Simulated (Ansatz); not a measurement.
## H₅PSSn, SMILES [PH2][SnH2][SH]: the energy of protonation at one site, step by step

With Ansatz's Python interface.

Typed at the interpreter:
```pycon
>>> import ansatz as az
>>> import numpy as np
>>> geometry_ang = [
...     ('P', [-1.0694, 0.6577, -1.5796]),
...     ('Sn', [0.4875, -0.0002, 0.1646]),
...     ('S', [0.1816, -2.3526, 0.6011]),
...     ('H', [-2.1946, 0.6089, -0.7148]),
...     ('H', [-0.9204, 2.1127, -1.3568]),
...     ('H', [0.1869, 0.9302, 1.6273]),
...     ('H', [2.1524, 0.3074, -0.3802]),
...     ('H', [1.2682, -2.3212, 1.5825]),
... ]
>>> h5pssn = az.Crystal.molecule()
>>> for symbol, xyz in geometry_ang:
...     h5pssn = h5pssn.atom(symbol, xyz)
...
>>> job = h5pssn.calculation().basis(gaussian='def2-SVP').functional('HF')
>>> symbols = [site.symbol for site in h5pssn.cartesian_sites]
>>> start = np.array([site.position_ang for site in h5pssn.cartesian_sites], dtype=float)
>>> rep = job.relax(force_tolerance=0.01, max_steps=100).run(threads=1).report
>>> end = np.array(rep['positions_ang'])
>>> # start the new hydrogen opposite the existing bonds
>>> away = sum((end[0] - end[j]) / np.linalg.norm(end[0] - end[j]) for j in [1, 3, 4]) + np.array([0.15, 0.1, -0.2])
>>> proton = end[0] + 1.4 * away / np.linalg.norm(away)
>>> acid = az.Crystal.molecule()
>>> for symbol, place in zip(symbols, end):
...     acid = acid.atom(symbol, place.tolist())
...
>>> acid = acid.atom('H', proton.tolist())
>>> protonated = (
...     acid.calculation()
...     .basis(gaussian='def2-SVP')
...     .functional('HF')
...     .charge(1)
...     .relax(force_tolerance=0.01, max_steps=80)
... )
>>> after = protonated.run(threads=1).report
>>> xyz = np.array(after['positions_ang'])
>>> reach = np.linalg.norm(xyz[:-1] - xyz[-1], axis=1)
>>> print(f'base {rep["free_energy_ev"]:.5f} eV, protonated {after["free_energy_ev"]:.5f} eV')
base -25968.02476 eV, protonated -25977.31850 eV
>>> print(f'the proton ends {reach.min():.3f} A from {symbols[reach.argmin()]}{reach.argmin()}')
the proton ends 1.398 A from P0
>>> print(f'electronic proton affinity {96.485332 * (rep["free_energy_ev"] - after["free_energy_ev"]):.1f} kJ/mol')
electronic proton affinity 896.7 kJ/mol
```

Notes:
- Total energies depend on the basis set; only differences at equal settings carry meaning.
- The proton is put on one chosen atom, which needn't be the most basic site, so the molecule's proton affinity can be higher; the ends are stationary points, not checked by frequencies, and zero-point and thermal terms count only where printed.
- def2 sets replace the cores of elements past krypton by effective core potentials.
- Hartree-Fock leaves correlation out, so bond, atomisation and ionisation energies come out well too low.
- Run time: 63 s on 1 thread of Intel(R) Xeon(R) CPU @ 2.60GHz (Ice Lake) (shared host), peak memory 0.27 GiB.
